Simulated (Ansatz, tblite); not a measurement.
LiMgBN2: GFN1-xTB, run from Python

These are simulated results from tblite 0.8.0, not measurements. The cell began as a database structure and was relaxed with r2SCAN in plane waves (Ansatz 0.2.0). It may be hypothetical. All runs are without spin polarisation.

Space group I-4m2 (No. 119), tetragonal; conventional cell a = 3.770 Å, c = 8.857 Å, 12.59 Å³ an atom. Around Li lie 4 N at 2.08 Å; around Mg lie 4 N at 2.08 Å; around B lie 2 N at 1.34 Å; around N lie 1 B at 1.34 Å and 2 Mg at 2.08 Å and 2 Li at 2.08 Å.

tblite solves periodic systems at the zone centre alone, so the script builds a cluster of 3×3×1 conventional cells (90 atoms), which folds in a coarse mesh of k points.

The script, run.py:

```python
import json
from ase import Atoms
from ase.build import make_supercell
from ase.units import Bohr, GPa, Hartree
from tblite.interface import Calculator

atoms = Atoms(['Li', 'Mg', 'B', 'N', 'N'],
              cell=[[-1.88510312, 1.88510312, 4.4285208], [1.88510312, -1.88510312, 4.4285208], [1.88510312, 1.88510312, -4.4285208]],
              scaled_positions=[[0.25, 0.75, 0.5], [0.75, 0.25, 0.5], [0.5, 0.5, 0.0], [0.650893941, 0.650893941, 0.0], [0.349106059, 0.349106059, 0.0]],
              pbc=True)
cluster = make_supercell(atoms, [[0, 3, 3], [3, 0, 3], [1, 1, 0]])
calc = Calculator('GFN1-xTB', cluster.numbers, cluster.positions / Bohr, lattice=cluster.cell[:] / Bohr, periodic=cluster.pbc)
calc.set('temperature', 0.02 / Hartree)
calc.set('max-iter', 150)
res = calc.singlepoint()
levels = res.get('orbital-energies') * Hartree
nv = round(res.get('orbital-occupations').sum() / 2)
cells = len(cluster) // len(atoms)
out = {'energy_per_cell': res.get('energy') * Hartree / cells, 'homo': levels[nv - 1], 'lumo': levels[nv],
       'stress': (-res.get('virial') * Hartree / cluster.get_volume() / GPa).tolist(), 'charges': res.get('charges')[:len(atoms)].tolist(), 'electrons': 2 * nv / cells}
json.dump(out, open('results.json', 'w'))
for key, value in out.items():
    print(key, value)
```

Command: `python run.py`. It took 3.6 s on 1 thread of Arm Neoverse V2 (shared host), peak memory 0.11 GiB.

What it printed:

```
------------------------------------------------------------
  cycle        total energy    energy error   density error
------------------------------------------------------------
      1     -152.4612636425  -1.5376150E+02   1.1700242E+00
      2     -160.8400140857  -8.3787504E+00   4.9720950E-01
      3     -160.8857802281  -4.5766142E-02   2.4843034E-01
      4     -160.8921755415  -6.3953134E-03   4.7403569E-02
      5     -160.9169935532  -2.4818012E-02   3.4495838E-03
      6     -160.9173267733  -3.3322011E-04   7.8260012E-04
      7     -160.9173370268  -1.0253485E-05   2.9430719E-04
      8     -160.9173389294  -1.9026425E-06   2.0556760E-05
      9     -160.9173389440  -1.4557202E-08   1.6981273E-05
------------------------------------------------------------

 total:                                   3.016 sec
energy_per_cell -243.26576822326393
homo -11.694298988641231
lumo -10.75703137363944
stress [[6.99432315450559, -4.182876025505134e-06, -4.312980118338287e-08], [-4.182876025595645e-06, 6.994324328874328, -4.03744894944214e-06], [-4.3129801077704774e-08, -4.0374489494579595e-06, 7.5475110774792915]]
charges [0.24713604573957149, 0.6563534332992951, 0.3340165322679214, -0.6187633844958791, -0.6187543550378911]
electrons 16.0
```

The cycle table is in hartree for the whole cluster, and the lines after it are in eV (the energy for one cell). The printed stress is in GPa and positive in compression, and the pressure is its mean diagonal.

GFN1-xTB gives a gap of 0.94 eV. On the same cell, plane-wave PBE (Ansatz, 10×10×10 k points and the special points) gives a gap of 2.70 eV and r2SCAN a gap of 2.97 eV; on shared hosts these took about 13 and 39 core-seconds on the 5-atom cell, against 3.6 for the script. Semilocal gaps usually lie below measured ones. xTB was fitted to molecules, so gaps, charges and pressures of solids can be far off, and the gap also depends on the size of the cluster.

The same script was run on cells scaled at fixed shape and fractional coordinates:

```json
{"volume (Å³/atom)": "11.08", "energy (meV/atom)": "141.0", "pressure (GPa, positive in compression)": "24.67", "gap (eV)": "1.33"}
{"volume (Å³/atom)": "11.83", "energy (meV/atom)": "50.4", "pressure (GPa, positive in compression)": "14.32", "gap (eV)": "1.13"}
{"volume (Å³/atom)": "12.59", "energy (meV/atom)": "0.0", "pressure (GPa, positive in compression)": "7.18", "gap (eV)": "0.94"}
{"volume (Å³/atom)": "13.35", "energy (meV/atom)": "-18.2", "pressure (GPa, positive in compression)": "1.08", "gap (eV)": "0.76"}
{"volume (Å³/atom)": "14.10", "energy (meV/atom)": "-13.0", "pressure (GPa, positive in compression)": "-3.08", "gap (eV)": "0.60"}
```

A Birch-Murnaghan fit puts the minimum at 13.53 Å³/atom, 7.4 % above the given cell, with a bulk modulus of 85.7 GPa at fixed shape.

xTB was fitted mostly to molecules, and a small cluster samples few k points, so gaps, pressures and kinks along a curve can be far from a solid's.
